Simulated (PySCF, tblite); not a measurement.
# C4H26Ge12N4Si12: electronic excitations, NMR shifts, part 1 of 2

Wanted: electronic excitations, NMR shifts for C4H26Ge12N4Si12.

Programs: tblite 0.8.0 and PySCF 2.14.0, with routines of our own; each step states its level. All values are computed. Atoms count from 0.

## 1. The starting structure

58 atoms, charge 0, multiplicity 1; geometry from: force field, distance geometry or constructed start.

## 2. Relaxing the molecule with GFN2-xTB

What the job is given:

```
{"job": {"kind": "relax", "xc": "GFN2-xTB", "basis": "xTB"}, "charge": 0, "multiplicity": 1}
Ge    -1.953800    -0.901800    -4.123200
Ge    -1.961900    -0.897400     2.268600
Si    -1.953500    -0.902300    -0.122400
Ge    -1.959400     1.366100    -0.929300
Si    -1.959700     1.360500    -3.318500
Ge    -3.920700     2.492000     2.272900
Si    -3.917300     2.494200    -0.126700
Si    -1.955300     1.364400     3.076600
Ge     1.961400    -0.902100    -4.122000
Ge    -0.002800    -2.031700    -0.921500
Si    -0.002100    -2.032100    -3.324000
Ge     1.956200    -0.902000     2.275500
Si     1.955300    -0.899300    -0.118400
Si     0.002200    -2.031500     3.072400
Ge    -0.002200    -4.287400     2.275700
Si    -0.001900    -4.291900    -0.117100
Ge     0.000400     2.494400    -4.120700
Ge     1.957600     1.358300    -0.924100
Si     1.958100     1.363500    -3.319400
Ge     3.920200     2.493400     2.278200
Si     3.915100     2.496300    -0.121900
Ge    -0.000900     2.494000     2.275300
Si     0.003400     2.497100    -0.116800
Si     1.954500     1.357400     3.073600
H     -1.958200    -0.897400    -5.650700
H     -3.214000    -1.622200    -3.609100
H     -3.133700    -1.576500    -0.604100
H     -3.135000     2.041100    -3.800700
H     -3.916800     3.935400     2.783500
H     -5.165500     1.771700     2.788900
H     -3.913800     3.850800    -0.604500
H     -5.095000     1.815000    -0.603200
H     -1.959700     1.361800     4.513200
H      1.960800    -0.901300    -5.647900
H      3.209100    -1.619500    -3.614900
H      3.134900    -1.576600    -0.606300
H     -1.250000    -5.013700     2.781400
H      1.250100    -5.011300     2.782900
H     -1.174700    -4.975300    -0.603500
H      1.171000    -4.968000    -0.602200
H     -0.000100     3.932700    -3.607800
H      0.005900     2.486900    -5.647900
H      3.139300     2.041500    -3.805500
H      3.920000     3.934500     2.783700
H      5.162900     1.773000     2.787900
H      3.915500     3.851800    -0.606800
H      5.095500     1.813800    -0.604000
H     -0.000300     3.937600     2.787800
H      0.001600     3.850600    -0.603200
H      1.960600     1.362400     4.517100
C     -0.000900    -3.801200    -3.942200
N      0.006600    -4.883600    -4.331300
C      3.558600    -1.824400     2.928900
N      4.500400    -2.371000     3.311500
C     -3.558300    -1.824900     2.930300
N     -4.504300    -2.366400     3.315100
C      0.006600    -2.036600     4.943200
N      0.002700    -2.023300     6.101500
```

Started as:

```console
$ OMP_NUM_THREADS=8 python large_run.py task.json out
```

This one command runs all jobs of the session in turn.

Log:

```text
step      E/eV     max force
  0   -2103.71642    1.296
  1   -2103.84809    3.480
  2   -2104.04777    0.913
  3   -2104.10867    0.787
  4   -2104.20486    2.919
  5   -2104.31219    0.919
  6   -2104.34156    0.483
  7   -2104.39296    0.961
  8   -2104.39195    1.855
  9   -2104.42625    0.434
 10   -2104.44113    0.571
 11   -2104.45081    1.533
 12   -2104.46551    0.512
 13   -2104.47226    0.243
 14   -2104.48471    0.417
 15   -2104.49389    0.552
 16   -2104.50419    0.405
 17   -2104.50986    0.142
 18   -2104.51346    0.144
 19   -2104.51626    0.226
 20   -2104.51905    0.177
 21   -2104.52161    0.095
 22   -2104.52427    0.122
 23   -2104.52701    0.212
 24   -2104.52946    0.181
 25   -2104.53119    0.064
 26   -2104.53236    0.070
 27   -2104.53340    0.125
 28   -2104.53451    0.117
 29   -2104.53562    0.067
 30   -2104.53655    0.056
 31   -2104.53720    0.076
 32   -2104.53762    0.058
 33   -2104.53799    0.033
 34   -2104.53842    0.060
 35   -2104.53897    0.086
 36   -2104.53952    0.077
 37   -2104.53994    0.040
 38   -2104.54026    0.037
 39   -2104.54058    0.064
 40   -2104.54097    0.076
 41   -2104.54141    0.061
 42   -2104.54192    0.045
 43   -2104.54251    0.062
 44   -2104.54320    0.079
 45   -2104.54393    0.069
 46   -2104.54457    0.044
 47   -2104.54510    0.042
 48   -2104.54556    0.055
 49   -2104.54597    0.057
 50   -2104.54633    0.039
 51   -2104.54667    0.039
 52   -2104.54701    0.045
 53   -2104.54736    0.048
 54   -2104.54767    0.045
 55   -2104.54790    0.032
 56   -2104.54806    0.022
 57   -2104.54822    0.025
 58   -2104.54840    0.075
 59   -2104.54865    0.042
 60   -2104.54896    0.073
 61   -2104.54929    0.033
 62   -2104.54956    0.025
 63   -2104.54972    0.026
 64   -2104.54982    0.018
```

Wall time 13 s (8 threads of Arm Neoverse V1, shared host); peak memory 0.16 GiB.

Relaxation path: (the energy doesn't fall at every step)

```tsv
step	energy from step 0 (eV)	largest force (eV/Å)
0	0.0000	1.2962
1	-0.1317	3.4800
2	-0.3313	0.9129
3	-0.3922	0.7862
4	-0.4884	2.9192
5	-0.5958	0.9194
6	-0.6251	0.4838
7	-0.6765	0.9611
8	-0.6755	1.8545
12	-0.7491	0.5112
17	-0.7934	0.1427
22	-0.8078	0.1213
26	-0.8159	0.0697
31	-0.8208	0.0759
36	-0.8231	0.0769
41	-0.8250	0.0611
45	-0.8275	0.0681
50	-0.8299	0.0395
55	-0.8315	0.0314
60	-0.8325	0.0728
61	-0.8329	0.0331
62	-0.8331	0.0257
63	-0.8333	0.0260
64	-0.8334	0.0183
```

Close pairs (by a distance rule), those that changed most:

```tsv
bond	before (Å)	after (Å)	change (Å)
Ge1–C54	1.961	1.909	-0.053
Ge11–C52	1.961	1.909	-0.052
Ge19–Si23	2.406	2.359	-0.046
Ge19–Si20	2.400	2.354	-0.046
Ge5–Si6	2.400	2.354	-0.045
Ge5–Si7	2.404	2.359	-0.045
Si22–H48	1.438	1.477	+0.038
Si4–Ge16	2.402	2.365	-0.038
```

The end geometry stands in the next job.

## 3. Electronic excitations: TDA PBE0/6-31G*

What the job is given:

```
{"job": {"kind": "uv", "basis": "6-31G*", "grid": 1, "kgrid": 0, "vcut": 1.5, "nstates": 5, "ntriplets": 0, "tda": true, "delta": [], "pop": true, "xc": "PBE0"}, "charge": 0, "multiplicity": 1}
Ge    -1.937923    -0.843982    -4.086423
Ge    -1.814965    -0.804477     2.293065
Si    -1.940635    -0.902879    -0.118672
Ge    -1.999103     1.370502    -0.947311
Si    -2.009151     1.403922    -3.348898
Ge    -3.890701     2.446238     2.243209
Si    -3.944051     2.472847    -0.110300
Si    -2.005832     1.408770     3.211381
Ge     1.938759    -0.843992    -4.086019
Ge     0.000248    -2.113232    -0.935040
Si     0.000447    -1.984017    -3.340237
Ge     1.815109    -0.804867     2.292998
Si     1.941215    -0.902952    -0.118457
Si    -0.000175    -2.195123     3.060946
Ge    -0.000118    -4.391627     2.169612
Si    -0.000069    -4.394151    -0.200416
Ge     0.000491     2.417514    -4.073849
Ge     2.000123     1.370586    -0.946967
Si     2.010225     1.403773    -3.348523
Ge     3.891158     2.445349     2.244005
Si     3.944941     2.472340    -0.109673
Ge     0.000534     2.367554     2.343264
Si     0.000311     2.433078    -0.067296
Si     2.006161     1.407919     3.211751
H     -2.116478    -1.006050    -5.581472
H     -3.155229    -1.600062    -3.592351
H     -3.165043    -1.628626    -0.501286
H     -3.199052     2.086652    -3.875697
H     -3.990542     3.861064     2.782279
H     -5.156988     1.849564     2.815199
H     -3.974567     3.854304    -0.607990
H     -5.153281     1.811650    -0.613840
H     -1.986142     1.354277     4.676503
H      2.117591    -1.005908    -5.581111
H      3.156288    -1.600151    -3.592063
H      3.165631    -1.628650    -0.501237
H     -1.167963    -5.120039     2.799711
H      1.167060    -5.120566     2.800114
H     -1.196832    -5.091678    -0.673599
H      1.196448    -5.092417    -0.673333
H      0.000639     3.868510    -3.634358
H      0.000418     2.612971    -5.578961
H      3.200110     2.086577    -3.875294
H      3.990972     3.860320     2.783393
H      5.157708     1.848730     2.816149
H      3.975889     3.853907    -0.606980
H      5.154178     1.811092    -0.612918
H      0.000711     3.846572     2.742802
H      0.000242     3.835271    -0.530077
H      1.986086     1.353469     4.676726
C      0.000401    -3.759347    -3.907299
N      0.000195    -4.869633    -4.199235
C      3.407377    -1.732688     2.789944
N      4.374437    -2.287699     3.066668
C     -3.407493    -1.731811     2.789907
N     -4.374917    -2.286220     3.066279
C     -0.000002    -1.873242     4.897451
N     -0.000213    -1.580199     6.007672
```

Method: TDA PBE0/6-31G*, vertical, gas phase, core orbitals frozen in the response, virtual orbitals cut by energy.

Log:

```text
start: PBE on a coarse grid of 249192 points
cycle   1  E = -28775.4351593252  dE = -3.301e+00  |g| = 1.823e+00  |ddm| = 9.074e+00
cycle   2  E = -28773.5247027847  dE =  1.910e+00  |g| = 3.420e+00  |ddm| = 4.802e+00
cycle   3  E = -28775.0799902921  dE = -1.555e+00  |g| = 1.709e+00  |ddm| = 5.198e+00
cycle   4  E = -28775.8015195870  dE = -7.215e-01  |g| = 1.162e-01  |ddm| = 1.812e+00
cycle   5  E = -28775.7964047080  dE =  5.115e-03  |g| = 1.752e-01  |ddm| = 5.334e-01
cycle   6  E = -28775.8049351905  dE = -8.530e-03  |g| = 6.912e-02  |ddm| = 3.353e-01
cycle   7  E = -28775.8061658503  dE = -1.231e-03  |g| = 2.083e-02  |ddm| = 9.628e-02
cycle   8  E = -28775.8062607244  dE = -9.487e-05  |g| = 1.024e-02  |ddm| = 3.243e-02
cycle   9  E = -28775.8062858099  dE = -2.509e-05  |g| = 2.508e-03  |ddm| = 1.749e-02
final grid: 249192 points
cycle  10  E = -28776.8289669906  dE = -2.641e-02  |g| = 2.393e-01  |ddm| = 9.749e-01
cycle  11  E = -28776.8268841853  dE =  2.083e-03  |g| = 2.684e-01  |ddm| = 4.218e-01
cycle  12  E = -28776.8329164280  dE = -6.032e-03  |g| = 5.799e-02  |ddm| = 2.212e-01
cycle  13  E = -28776.8336740046  dE = -7.576e-04  |g| = 7.788e-03  |ddm| = 5.510e-02
cycle  14  E = -28776.8336980144  dE = -2.401e-05  |g| = 2.620e-03  |ddm| = 1.302e-02
cycle  15  E = -28776.8336966769  dE =  1.337e-06  |g| = 1.581e-03  |ddm| = 5.439e-03
cycle  16  E = -28776.8336961836  dE =  4.933e-07  |g| = 3.380e-04  |ddm| = 1.813e-03
cycle  17  E = -28776.8336960014  dE =  1.822e-07  |g| = 1.355e-04  |ddm| = 6.873e-04
cycle  18  E = -28776.8336933189  dE =  2.682e-06  |g| = 3.674e-05  |ddm| = 3.021e-04
converged SCF energy = -28776.8336933189

Static polarisability (au): isotropic 742.138, principal 715.822 717.088 793.504

Singlet excitations
state   eV       nm        f      main configurations
  1   4.3880    282.6   0.00162   H->L 0.77, H-3->L 0.15
  2   4.4309    279.8   0.00303   H-1->L 0.94
  3   4.4656    277.6   0.01210   H-3->L 0.56, H->L 0.19, H-1->L+1 0.08
  4   4.4845    276.5   0.00591   H-2->L 0.94
  5   4.5321    273.6   0.00603   H-4->L 0.57, H-3->L 0.15, H->L+2 0.13
```

It took 6.7 min on 8 threads of Arm Neoverse V1, shared host; peak memory 6.4 GiB.

The orbitals next to the gap, with their largest atomic shares:

```tsv
orbital	eV	atoms
HOMO−4	-7.62	Ge21 9 %, Si7 8 %, Si23 8 %
HOMO−3	-7.55	Si13 15 %, Ge11 9 %, Ge1 9 %
HOMO−2	-7.53	Si10 8 %, Ge9 8 %, Ge1 6 %
HOMO−1	-7.47	Ge17 9 %, Ge3 9 %, Ge9 8 %
HOMO	-7.42	Ge3 11 %, Ge17 11 %, Si6 8 %
LUMO	-2.23	Ge9 9 %, Si15 8 %, Ge14 7 %
LUMO+1	-2.00	Ge9 8 %, Si13 7 %, Si12 7 %
LUMO+2	-1.94	Si22 10 %, Ge17 9 %, Ge3 8 %
LUMO+3	-1.79	Ge9 11 %, Si10 10 %, Ge1 6 %
```

With each of the 5 states as a Gaussian band of 0.4 eV half-width at 1/e, the curve within the window shown has maxima at 277 nm (ε 1,200) L/(mol cm). Beyond the last state computed it falls off for lack of states. The curve at chosen wavelengths:

(nm, ε (L/mol/cm)): (257, 527), (260, 661), (263, 794), (265, 877), (268, 988), (271, 1074), (274, 1130), (277, 1151), (279, 1147), (282, 1115), (285, 1056), (288, 976), (291, 881), (293, 813), (296, 709), (299, 607), (302, 509), (305, 421), (307, 367), (310, 295), (313, 234), (316, 184), (319, 142), (321, 119), (324, 90), (327, 68)

Further results of this job:

```tsv
property	computed
dipole moment (D)	8.99
polarisability (Å³)	109.97
HOMO–LUMO gap (eV)	5.19
−ε(HOMO) (eV)	7.42
```

(Continued in part 2 of 2.)
